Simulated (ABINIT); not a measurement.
Runs of ABINIT 10.8.3 (patched build) on CsTi. The structure is cubic, space group Fm-3m (No. 225). The conventional cell has a = 6.019 Å, b = 6.019 Å, c = 6.019 Å, α = 90.00°, β = 90.00°, γ = 90.00°. Cs (site symmetry m-3m) is surrounded by 6 Ti at 3.01 Å. Around Ti (site symmetry m-3m) lie 6 Cs at 3.01 Å. The cell was built by a generator and needn't be a form met in nature.

```tsv
task	level	cell	cell freedom (optcell)	cutoff smearing ecutsm (Ha)	optimiser (ionmov)	force stop (Ha/bohr)	k mesh for the DOS	gap on the mesh (eV)	pressure (GPa)
relaxation of cell and atoms	PBE	relaxed	1	0.5	2	0.0001	-	none	0.0
relaxation of cell and atoms	PBE	relaxed from: cell taken from the last step of an earlier PBE relaxation by this program, which needn't have reached its minimum	1	0.5	2	0.0005	-	none	0.0
projected density of states	PBE	cell taken from the last step of an earlier PBE relaxation by this program, which needn't have reached its minimum	-	-	-	-	11 × 11 × 11	none	-0.1
single point	RPBE	cell taken from the last step of an earlier PBE relaxation by this program, which needn't have reached its minimum	-	-	-	-	-	none	(a)
```

Alike in all rows: potentials or basis JTH PAW PBE v2.0; no spin polarisation; k mesh 8 × 8 × 8; cutoff (eV) 544; smearing fermi-dirac 0.05 eV.

**Question.** Fill in the values left out.

**Answer.** (a) 0.7.

Caveats: the relaxation stopped at its first step, so nothing moved (some runs); the PAW data sets were made with another functional, which shifts forces and pressure a little (some runs).

A k mesh can miss the band edges, and the runs leave out spin-orbit coupling on Cs.

A gap of «none» marks a metal or a gap under the smearing width.
